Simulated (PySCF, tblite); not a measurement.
# BH₇O₃Si₃, a small molecule taken as a stand-in for a surface group (silica 3-ring): NMR shifts, core binding energies and electronic excitations, part 2 of 2

tblite 0.8.0 and PySCF 2.14.0. Atoms count from 0, parts from 1. Earlier steps stand in the parts before.

## 5. Core holes by ΔSCF: SCAN, X2C

Job settings and geometry (Å):

```
{"job": {"kind": "xps", "holes": 5}, "charge": 0, "multiplicity": 1}
O      0.657394    -0.739997     1.095052
Si    -0.895148    -0.709298     1.687225
O     -1.720803     0.480792     0.870308
Si    -1.274100     1.552672    -0.320434
O      0.318581     1.256651    -0.689823
Si     1.382990     0.070311    -0.177435
B      1.604694    -1.235985    -1.695113
H     -1.554377    -2.018403     1.438454
H     -0.862796    -0.387308     3.137237
H     -1.412722     2.943519     0.183537
H     -2.118897     1.327134    -1.522656
H      2.605956     0.740768     0.343677
H      0.612173    -1.800520    -2.094686
H      2.650775    -1.494953    -2.240883
```

With the program's defaults for keys left out, this is: delta-SCF UKS SCAN, pcX-2 on the ionised atom, pcseg-1 elsewhere, spin-free X2C.

The program printed:

```text
ground state, core basis on atom 1 (Si), 187 functions
  cycle   1  E = -1124.90941894  |g| = 1.17e+00
  cycle   2  E = -1124.05182233  |g| = 2.36e+00
  cycle   3  E = -1125.15572395  |g| = 1.87e-01
  cycle   4  E = -1125.16322956  |g| = 1.18e-01
  cycle   5  E = -1125.16556047  |g| = 4.91e-02
  cycle   6  E = -1125.16608257  |g| = 3.85e-03
  cycle   7  E = -1125.16608690  |g| = 1.21e-03
  cycle   8  E = -1125.16608471  |g| = 4.07e-04
  E(ground) = -1125.23288332 Eh
hole in Si 2p of atom 1
  cycle   1  E = -1120.85544466  |g| = 1.24e+00
  cycle   2  E = -1119.42996684  |g| = 1.60e+00
  cycle   3  E = -1120.92549108  |g| = 6.26e-01
  cycle   4  E = -1121.15009217  |g| = 2.05e-01
  cycle   5  E = -1121.15971326  |g| = 1.77e-01
  cycle   6  E = -1121.17152985  |g| = 2.81e-02
  cycle   7  E = -1121.17179642  |g| = 1.75e-02
  cycle   8  E = -1121.17191026  |g| = 4.41e-03
  cycle   9  E = -1121.17191611  |g| = 2.31e-03
  cycle  10  E = -1121.17191977  |g| = 4.95e-04
  E(ion) = -1121.24936778 Eh   <S^2> = 0.7512   hole on atom = 1.003   binding energy = 108.397 eV
  2p3/2 = 108.137 eV   2p1/2 = 108.765 eV
ground state, core basis on atom 2 (O), 176 functions
  cycle   1  E = -1125.09282591  |g| = 1.14e-01
  cycle   2  E = -1125.09038608  |g| = 1.37e-01
  cycle   3  E = -1125.09326921  |g| = 5.22e-02
  cycle   4  E = -1125.09371894  |g| = 8.61e-03
  cycle   5  E = -1125.09373505  |g| = 3.17e-03
  cycle   6  E = -1125.09373798  |g| = 3.21e-04
  E(ground) = -1125.19853336 Eh
hole in O 1s of atom 2
  cycle   1  E = -1104.48594335  |g| = 2.23e+00
  cycle   2  E = -1104.00354214  |g| = 2.22e+00
  cycle   3  E = -1105.25012873  |g| = 4.60e-01
  cycle   4  E = -1105.26276164  |g| = 3.83e-01
  cycle   5  E = -1105.31878217  |g| = 5.81e-02
  cycle   6  E = -1105.32003618  |g| = 7.96e-03
  cycle   7  E = -1105.32007020  |g| = 2.78e-03
  cycle   8  E = -1105.32007464  |g| = 8.48e-04
  cycle   9  E = -1105.32007649  |g| = 4.24e-04
  E(ion) = -1105.42581324 Eh   <S^2> = 0.7621   hole on atom = 1.000   binding energy = 538.043 eV
ground state, core basis on atom 4 (O), 176 functions
  cycle   1  E = -1125.09070802  |g| = 1.64e-01
  cycle   2  E = -1125.07993076  |g| = 2.77e-01
  cycle   3  E = -1125.09388034  |g| = 3.60e-02
  cycle   4  E = -1125.09403639  |g| = 2.10e-02
  cycle   5  E = -1125.09411599  |g| = 3.23e-03
  cycle   6  E = -1125.09411469  |g| = 8.70e-04
  cycle   7  E = -1125.09411519  |g| = 2.59e-04
  E(ground) = -1125.19798475 Eh
hole in O 1s of atom 4
  cycle   1  E = -1104.48725119  |g| = 2.23e+00
  cycle   2  E = -1103.95569947  |g| = 2.25e+00
  cycle   3  E = -1105.24920896  |g| = 4.73e-01
  cycle   4  E = -1105.26774665  |g| = 3.85e-01
  cycle   5  E = -1105.32425511  |g| = 6.77e-02
  cycle   6  E = -1105.32597656  |g| = 1.61e-02
  cycle   7  E = -1105.32606714  |g| = 1.08e-02
  cycle   8  E = -1105.32610923  |g| = 2.82e-03
  cycle   9  E = -1105.32611439  |g| = 5.90e-04
  cycle  10  E = -1105.32611545  |g| = 1.54e-04
  E(ion) = -1105.42973577 Eh   <S^2> = 0.7622   hole on atom = 1.000   binding energy = 537.921 eV
ground state, core basis on atom 5 (Si), 187 functions
  cycle   1  E = -1125.16261323  |g| = 3.11e-01
  cycle   2  E = -1125.15628257  |g| = 2.21e-01
  cycle   3  E = -1125.15789425  |g| = 1.94e-01
  cycle   4  E = -1125.16510593  |g| = 2.51e-02
  cycle   5  E = -1125.16521147  |g| = 7.49e-03
  cycle   6  E = -1125.16522022  |g| = 1.28e-03
  cycle   7  E = -1125.16522322  |g| = 3.49e-04
  E(ground) = -1125.23161754 Eh
hole in Si 2p of atom 5
  cycle   1  E = -1120.86638407  |g| = 1.24e+00
  cycle   2  E = -1119.44544355  |g| = 1.63e+00
  cycle   3  E = -1120.90870336  |g| = 7.19e-01
  cycle   4  E = -1121.16666424  |g| = 2.02e-01
  cycle   5  E = -1121.18080775  |g| = 1.59e-01
  cycle   6  E = -1121.18984140  |g| = 4.33e-02
  cycle   7  E = -1121.19057702  |g| = 1.49e-02
  cycle   8  E = -1121.19066023  |g| = 2.04e-03
  cycle   9  E = -1121.19066175  |g| = 6.32e-04
  cycle  10  E = -1121.19066186  |g| = 4.55e-04
  E(ion) = -1121.26710805 Eh   <S^2> = 0.7520   hole on atom = 1.003   binding energy = 107.880 eV
  2p3/2 = 107.727 eV   2p1/2 = 108.357 eV
ground state, core basis on atom 6 (B), 176 functions
  cycle   1  E = -1125.04771761  |g| = 5.07e-02
  cycle   2  E = -1125.04763047  |g| = 3.58e-02
  cycle   3  E = -1125.04779063  |g| = 2.59e-02
  cycle   4  E = -1125.04791249  |g| = 6.00e-03
  cycle   5  E = -1125.04792249  |g| = 1.28e-03
  cycle   6  E = -1125.04792307  |g| = 4.31e-04
  E(ground) = -1125.15789775 Eh
hole in B 1s of atom 6
  cycle   1  E = -1117.41006541  |g| = 1.14e+00
  cycle   2  E = -1115.42841809  |g| = 1.95e+00
  cycle   3  E = -1117.62988102  |g| = 5.62e-01
  cycle   4  E = -1117.58117820  |g| = 6.79e-01
  cycle   5  E = -1117.78062526  |g| = 2.84e-01
  cycle   6  E = -1117.77145350  |g| = 2.52e-01
  cycle   7  E = -1117.78729224  |g| = 2.39e-01
  cycle   8  E = -1117.80192083  |g| = 2.01e-01
  cycle   9  E = -1117.80534753  |g| = 1.77e-01
  cycle  10  E = -1117.81629276  |g| = 1.51e-01
  cycle  11  E = -1117.80786687  |g| = 1.85e-01
  cycle  12  E = -1117.81065651  |g| = 1.75e-01
  cycle  13  E = -1117.79444176  |g| = 2.05e-01
  cycle  14  E = -1117.80614601  |g| = 1.79e-01
  cycle  15  E = -1117.80892966  |g| = 1.80e-01
  cycle  16  E = -1117.80970436  |g| = 1.78e-01
  cycle  17  E = -1117.81068084  |g| = 1.77e-01
  cycle  18  E = -1117.80605475  |g| = 1.90e-01
  cycle  19  E = -1117.80873036  |g| = 1.80e-01
  cycle  20  E = -1117.82380332  |g| = 1.42e-01
  cycle  21  E = -1117.79739847  |g| = 2.00e-01
  cycle  22  E = -1117.79525528  |g| = 2.04e-01
  cycle  23  E = -1117.80485471  |g| = 1.83e-01
  cycle  24  E = -1117.81254737  |g| = 1.65e-01
  cycle  25  E = -1117.81360580  |g| = 1.66e-01
  cycle  26  E = -1117.81071496  |g| = 1.74e-01
  cycle  27  E = -1117.81533285  |g| = 1.63e-01
  cycle  28  E = -1117.81390571  |g| = 1.66e-01
  cycle  29  E = -1117.81220764  |g| = 1.69e-01
  cycle  30  E = -1117.81268698  |g| = 1.69e-01
  cycle  31  E = -1117.80705625  |g| = 1.87e-01
  cycle  32  E = -1117.80647461  |g| = 1.87e-01
  cycle  33  E = -1117.83050348  |g| = 1.18e-01
  cycle  34  E = -1117.81958999  |g| = 1.50e-01
  cycle  35  E = -1117.79648044  |g| = 2.11e-01
  cycle  36  E = -1117.82336553  |g| = 1.40e-01
  cycle  37  E = -1117.81976466  |g| = 1.49e-01
  cycle  38  E = -1117.82910938  |g| = 1.23e-01
  cycle  39  E = -1117.81977438  |g| = 1.47e-01
  cycle  40  E = -1117.82319776  |g| = 1.37e-01
  cycle  41  E = -1117.83655789  |g| = 8.64e-02
  cycle  42  E = -1117.82100752  |g| = 1.41e-01
  cycle  43  E = -1117.81775819  |g| = 1.53e-01
  cycle  44  E = -1117.79872823  |g| = 1.98e-01
  cycle  45  E = -1117.80469918  |g| = 1.83e-01
  cycle  46  E = -1117.80167473  |g| = 1.90e-01
  cycle  47  E = -1117.81182967  |g| = 1.67e-01
  cycle  48  E = -1117.81228466  |g| = 1.65e-01
  cycle  49  E = -1117.81361931  |g| = 1.65e-01
  cycle  50  E = -1117.83322692  |g| = 1.00e-01
hole again with damping 0.5
  cycle   1  E = -1117.41006541  |g| = 1.14e+00
  cycle   2  E = -1115.42841809  |g| = 1.95e+00
  cycle   3  E = -1117.01369950  |g| = 1.07e+00
  cycle   4  E = -1116.49365319  |g| = 1.28e+00
  cycle   5  E = -1116.90429793  |g| = 1.27e+00
  cycle   6  E = -1108.77388378  |g| = 3.11e+00
  cycle   7  E = -1117.72230020  |g| = 4.35e-01
  cycle   8  E = -1117.67555895  |g| = 4.97e-01
  cycle   9  E = -1117.78268398  |g| = 2.28e-01
  cycle  10  E = -1117.75829151  |g| = 3.01e-01
  cycle  11  E = -1117.78335144  |g| = 2.52e-01
  cycle  12  E = -1117.80365971  |g| = 1.92e-01
  cycle  13  E = -1117.79847516  |g| = 1.98e-01
  cycle  14  E = -1117.80434969  |g| = 1.80e-01
  cycle  15  E = -1117.80712262  |g| = 1.74e-01
  cycle  16  E = -1117.80351084  |g| = 1.81e-01
  cycle  17  E = -1117.81200270  |g| = 1.71e-01
  cycle  18  E = -1117.80634125  |g| = 1.84e-01
  cycle  19  E = -1117.78709775  |g| = 2.22e-01
  cycle  20  E = -1117.79373939  |g| = 2.06e-01
  cycle  21  E = -1117.80341194  |g| = 1.83e-01
  cycle  22  E = -1117.80851981  |g| = 1.72e-01
  cycle  23  E = -1117.82972105  |g| = 1.23e-01
  cycle  24  E = -1117.81346820  |g| = 1.68e-01
  cycle  25  E = -1117.82200095  |g| = 1.45e-01
  cycle  26  E = -1117.80921254  |g| = 1.79e-01
  cycle  27  E = -1117.80899737  |g| = 1.79e-01
  cycle  28  E = -1117.80942984  |g| = 1.78e-01
  cycle  29  E = -1117.81192066  |g| = 1.68e-01
  cycle  30  E = -1117.83513750  |g| = 9.57e-02
  cycle  31  E = -1117.83639481  |g| = 9.15e-02
  cycle  32  E = -1117.82062637  |g| = 1.43e-01
  cycle  33  E = -1117.80392220  |g| = 1.88e-01
  cycle  34  E = -1117.80391748  |g| = 1.84e-01
  cycle  35  E = -1117.80477027  |g| = 1.82e-01
  cycle  36  E = -1117.81565580  |g| = 1.56e-01
  cycle  37  E = -1117.81460800  |g| = 1.59e-01
  cycle  38  E = -1117.81471957  |g| = 1.59e-01
  cycle  39  E = -1117.81352943  |g| = 1.62e-01
  cycle  40  E = -1117.81358529  |g| = 1.62e-01
  cycle  41  E = -1117.80583845  |g| = 1.89e-01
  cycle  42  E = -1117.80396400  |g| = 1.92e-01
  cycle  43  E = -1117.78854767  |g| = 2.17e-01
  cycle  44  E = -1117.79374303  |g| = 2.05e-01
  cycle  45  E = -1117.79271992  |g| = 2.07e-01
  cycle  46  E = -1117.78983918  |g| = 2.14e-01
  cycle  47  E = -1117.79031427  |g| = 2.13e-01
  cycle  48  E = -1117.79410346  |g| = 2.05e-01
  cycle  49  E = -1117.79656970  |g| = 1.97e-01
  cycle  50  E = -1117.78930815  |g| = 2.15e-01
  cycle  51  E = -1117.83319216  |g| = 1.06e-01
  cycle  52  E = -1117.80395785  |g| = 1.96e-01
  cycle  53  E = -1117.79911665  |g| = 2.02e-01
  cycle  54  E = -1117.80578209  |g| = 1.88e-01
  cycle  55  E = -1117.80482751  |g| = 1.90e-01
  cycle  56  E = -1117.80576662  |g| = 1.89e-01
  cycle  57  E = -1117.80408593  |g| = 1.92e-01
  cycle  58  E = -1117.80377914  |g| = 1.92e-01
  cycle  59  E = -1117.80179692  |g| = 1.96e-01
  cycle  60  E = -1117.82479601  |g| = 1.30e-01
  cycle  61  E = -1117.80829810  |g| = 1.80e-01
  cycle  62  E = -1117.81775150  |g| = 1.66e-01
  cycle  63  E = -1117.83522053  |g| = 9.51e-02
  cycle  64  E = -1117.80950362  |g| = 1.75e-01
  cycle  65  E = -1117.81225723  |g| = 1.67e-01
  cycle  66  E = -1117.81277040  |g| = 1.66e-01
  cycle  67  E = -1117.81428872  |g| = 1.62e-01
  cycle  68  E = -1117.81213112  |g| = 1.66e-01
  cycle  69  E = -1117.81389978  |g| = 1.62e-01
  cycle  70  E = -1117.81477575  |g| = 1.60e-01
  cycle  71  E = -1117.81913288  |g| = 1.58e-01
  cycle  72  E = -1117.81631189  |g| = 1.57e-01
  cycle  73  E = -1117.78510465  |g| = 2.30e-01
  cycle  74  E = -1117.79928908  |g| = 1.98e-01
  cycle  75  E = -1117.79786032  |g| = 1.96e-01
  cycle  76  E = -1117.82742394  |g| = 1.18e-01
  cycle  77  E = -1117.81825391  |g| = 1.47e-01
  cycle  78  E = -1117.81518395  |g| = 1.65e-01
  cycle  79  E = -1117.81421168  |g| = 1.67e-01
  cycle  80  E = -1117.80913975  |g| = 1.77e-01
hole again, all orbitals by overlap
  cycle   1  E = -1117.41006541  |g| = 1.14e+00
  cycle   2  E = -1117.35108234  |g| = 9.22e-01
  cycle   3  E = -1117.77610101  |g| = 1.69e-01
  cycle   4  E = -1117.81238367  |g| = 1.50e-01
  cycle   5  E = -1117.75755557  |g| = 2.75e-01
  cycle   6  E = -1117.70846024  |g| = 4.26e-01
  cycle   7  E = -1117.82627854  |g| = 8.85e-02
  cycle   8  E = -1117.81333654  |g| = 9.11e-02
  cycle   9  E = -1117.80675942  |g| = 1.22e-01
  cycle  10  E = -1117.81601143  |g| = 3.37e-02
  cycle  11  E = -1117.80879605  |g| = 1.19e-01
  cycle  12  E = -1117.81655562  |g| = 5.27e-02
  cycle  13  E = -1117.81119363  |g| = 1.01e-01
  cycle  14  E = -1117.81792579  |g| = 3.12e-02
  cycle  15  E = -1117.81681950  |g| = 5.07e-02
  cycle  16  E = -1117.81809756  |g| = 2.92e-02
  cycle  17  E = -1117.81810808  |g| = 2.87e-02
  cycle  18  E = -1117.81805524  |g| = 3.03e-02
  cycle  19  E = -1117.81797781  |g| = 3.25e-02
  cycle  20  E = -1117.81826876  |g| = 2.23e-02
  cycle  21  E = -1117.81833793  |g| = 1.80e-02
  cycle  22  E = -1117.81833905  |g| = 1.76e-02
  cycle  23  E = -1117.81832913  |g| = 1.79e-02
  cycle  24  E = -1117.81844871  |g| = 1.48e-02
  cycle  25  E = -1117.81853432  |g| = 9.64e-03
  cycle  26  E = -1117.81853517  |g| = 7.66e-03
  cycle  27  E = -1117.81856038  |g| = 3.96e-03
  cycle  28  E = -1117.81856394  |g| = 3.42e-03
  cycle  29  E = -1117.81856974  |g| = 1.87e-03
  cycle  30  E = -1117.81857252  |g| = 7.98e-04
  cycle  31  E = -1117.81857355  |g| = 2.99e-04
  E(ion) = -1117.92851189 Eh   <S^2> = 1.3260   hole on atom = 1.000   binding energy = 196.722 eV
```

It took 94 s on 1 thread of Arm Neoverse V2, shared host; peak memory 0.73 GiB.

Binding energies by hole, beside the orbital energy of the ground state; the difference holds orbital relaxation and, for a density functional, its self-interaction error:

```
       hole  stands for                  environment  ΔSCF (eV; 2p as the shell's mean)  −ε (eV)   ⟨S²⟩
Si2p on Si1    Si1, Si3   silicon bonded to 2 O, 2 H                             108.35     97.3  0.751
  O1s on O2          O2        oxygen bonded to 2 Si                             538.04    516.7  0.762
  O1s on O4      O0, O4        oxygen bonded to 2 Si                             537.92    516.7  0.762
Si2p on Si5         Si5  silicon bonded to B, 2 O, H                             107.94     97.1  0.752
  B1s on B6          B6      boron bonded to Si, 2 H                  196.72 (doubtful)    180.9  1.326
```

Each hole run stands for the others of its class of like atoms.

Doubtful: the ion did not converge, its hole moved, or its ⟨S²⟩ is well above 0.75.

With the spin-orbit splitting: Si1 2p3/2 108.14, 2p1/2 108.76 eV; Si5 2p3/2 107.73, 2p1/2 108.36 eV. The table gives each 2p level as the mean over the whole 2p shell (two parts 2p3/2, one part 2p1/2), which differs a little from the single hole in the log.

## 6. Excited states and response: CAM-B3LYP/def2-SVPD

Same as in step 5 but for these lines:

```diff
@@ -1,2 +1,2 @@
-{"job": {"kind": "xps", "holes": 5}, "charge": 0, "multiplicity": 1}
+{"job": {"kind": "uv", "xc": "CAM-B3LYP", "basis": "def2-SVPD", "nstates": 6, "ntriplets": 2, "ip": true}, "charge": 0, "multiplicity": 1}
 O      0.657394    -0.739997     1.095052
```

Level: TDDFT CAM-B3LYP/def2-SVPD, vertical, gas phase, core orbitals frozen in the response.

The program printed:

```text
coarse grid: 13560 points
cycle   1  E = -1122.4884269905  dE =  7.387e-01  |g| = 1.167e+00  |ddm| = 7.328e+00
cycle   2  E = -1122.2826919000  dE =  2.057e-01  |g| = 1.585e+00  |ddm| = 5.063e+00
cycle   3  E = -1122.7456822125  dE = -4.630e-01  |g| = 5.956e-02  |ddm| = 2.154e+00
cycle   4  E = -1122.7465698579  dE = -8.876e-04  |g| = 2.546e-02  |ddm| = 2.529e-01
cycle   5  E = -1122.7466940823  dE = -1.242e-04  |g| = 1.207e-02  |ddm| = 1.286e-01
cycle   6  E = -1122.7467209905  dE = -2.691e-05  |g| = 1.566e-03  |ddm| = 2.547e-02
cycle   7  E = -1122.7467217905  dE = -8.000e-07  |g| = 2.681e-04  |ddm| = 5.483e-03
final grid: 118216 points
cycle   8  E = -1122.9148119905  dE = -1.219e-05  |g| = 1.111e-03  |ddm| = 6.005e-02
cycle   9  E = -1122.9148120169  dE = -2.641e-08  |g| = 1.259e-03  |ddm| = 6.872e-03
cycle  10  E = -1122.9148122920  dE = -2.751e-07  |g| = 1.197e-04  |ddm| = 1.889e-03
cycle  11  E = -1122.9148122961  dE = -4.115e-09  |g| = 3.169e-05  |ddm| = 5.138e-04
cycle  12  E = -1122.9148122964  dE = -2.833e-10  |g| = 1.471e-05  |ddm| = 1.309e-04
converged SCF energy = -1122.9148122964

Static polarisability (au): isotropic 91.067, principal 86.866 88.160 98.176

Singlet excitations
state   eV       nm        f      main configurations
  1   3.8425    322.7   0.00235   H->L 0.84, H-1->L 0.10
  2   5.4251    228.5   0.00008   H-5->L 0.91
  3   6.3191    196.2   0.00120   H-1->L 0.67, H->L 0.14, H-6->L 0.09
  4   6.3553    195.1   0.02574   H-2->L 0.91
  5   6.7544    183.6   0.00314   H-4->L 0.96
  6   6.8829    180.1   0.00161   H-3->L 0.63, H-1->L 0.15, H-6->L 0.12

Triplet excitations (Tamm-Dancoff, eV): 3.0641 4.7279
Vertical ionisation energy (delta-SCF) = 10.0192 eV
Vertical electron affinity (delta-SCF) = 0.8127 eV
```

It took 2.6 min on 1 thread of Arm Neoverse V2, shared host; peak memory 1.2 GiB.

Frontier orbitals and where they lie:

```
orbital      eV                        atoms
 HOMO−3  -11.24    O2 44 %, O0 17 %, O4 16 %
 HOMO−2  -10.51   O0 20 %, O4 20 %, Si3 12 %
 HOMO−1  -10.20  O2 30 %, Si1 11 %, Si3 11 %
   HOMO   -9.26   B6 21 %, Si5 18 %, O4 12 %
   LUMO   -1.53  B6 55 %, Si5 14 %, H13 10 %
 LUMO+1    0.99  Si1 22 %, Si3 22 %, B6 15 %
 LUMO+2    1.18  Si1 15 %, Si3 15 %, O2 15 %
```

With each of the 6 states as a Gaussian band of 0.4 eV half-width at 1/e, the curve within the window shown has maxima at 323 nm (ε 95), 195 nm (ε 1,200) L/(mol cm). Beyond the last state computed it falls off for lack of states. The curve at chosen wavelengths:

nm, ε (L/mol/cm) and a bar:
```
      173         92 ###
      181        396 ###########
      190       1006 ############################
      198       1085 ##############################
      206        573 ################
      215        139 ####
      223         26 #
      232          5 
      240          2 
      248          1 
      257          1 
      265          1 
      273          4 
      282         13 
      290         29 #
      298         49 #
      307         74 ##
      315         90 ##
      323         95 ###
      332         89 ##
      340         76 ##
      349         57 ##
      357         41 #
      365         28 #
      374         17 
      382         11
```

Further results of this job:

```
           property  computed
  dipole moment (D)      0.54
polarisability (Å³)     13.49
 HOMO–LUMO gap (eV)      7.73
      −ε(HOMO) (eV)      9.26
```

## 7. Summary of results

The summary covers parts 1 to 2.

| quantity | value |
| --- | --- |
| rotational constants (main isotopes) | 2.03, 1.48, 0.99 GHz |
| 1H shifts against TMS (PBE0/pcSseg-1, means over atoms taken as alike) | 9.71, 9.65, 5.56, 5.30, 5.28, 5.27 ppm |
| 17O shifts against H2O (PBE0/pcSseg-1, means over atoms taken as alike) | 86.5, 84.8 ppm |
| 29Si shifts against TMS (PBE0/pcSseg-1, means over atoms taken as alike) | -27.7, -33.4 ppm |
| 11B shifts against BF3·OEt2 (PBE0/pcSseg-1) | 111.0 ppm |
| surface potential, 1st and 99th percentile | -0.86 V and 1.71 V |
| Si2p binding energies, SCAN/pcX-2 | Si1 108.35, Si5 107.94 eV |
| O1s binding energies, SCAN/pcX-2 | O2 538.04, O4 537.92 eV |
| lowest singlet (CAM-B3LYP/def2-SVPD) | 3.84 eV (323 nm), f = 0.002 |
| brightest single state of those computed | state 4, 6.36 eV, f = 0.026 |
| lowest triplet | 3.06 eV |
| vertical ionisation energy (ΔSCF) | 10.02 eV |
| vertical electron affinity (ΔSCF) | 0.81 eV |

Relaxing lowered the energy by 0.486 eV in 10 steps; the close pair that moved most is Si3–O4, from 1.591 to 1.662 Å (PBE0/def2-SVP). At PBE0/pcSseg-1: The widest tensor belongs to B6: span 248 ppm, with a paramagnetic part of -211 ppm. By nearest atom (PBE0/pcSseg-1), the HOMO sits on B6 22 %; H11 15 % and the LUMO on B6 57 %; H12, H13 about 12 % each. Si1 (silicon bonded to 2 O, 2 H) binds its Si2p electron 0.41 eV more tightly than Si5 (silicon bonded to B, 2 O, H). The O1s levels kept as sound span 0.12 eV, from O4 (oxygen bonded to 2 Si) up to O2 (oxygen bonded to 2 Si). The first singlet state (HOMO→LUMO 0.84, HOMO−1→LUMO 0.10) lies at 3.84 eV and is weak; of the 6 states computed, the strongest absorption comes from state 4 at 6.36 eV. The lowest triplet lies 0.78 eV below the lowest singlet (triplets in Tamm-Dancoff, singlets in full TDDFT). The orbital energy would give 9.26 eV for ionisation, ΔSCF gives 10.02 eV. A capped cluster stands for the solid here, so long-range fields and strain are missing, and bands or shifts of the capping hydrogens have no counterpart in it.
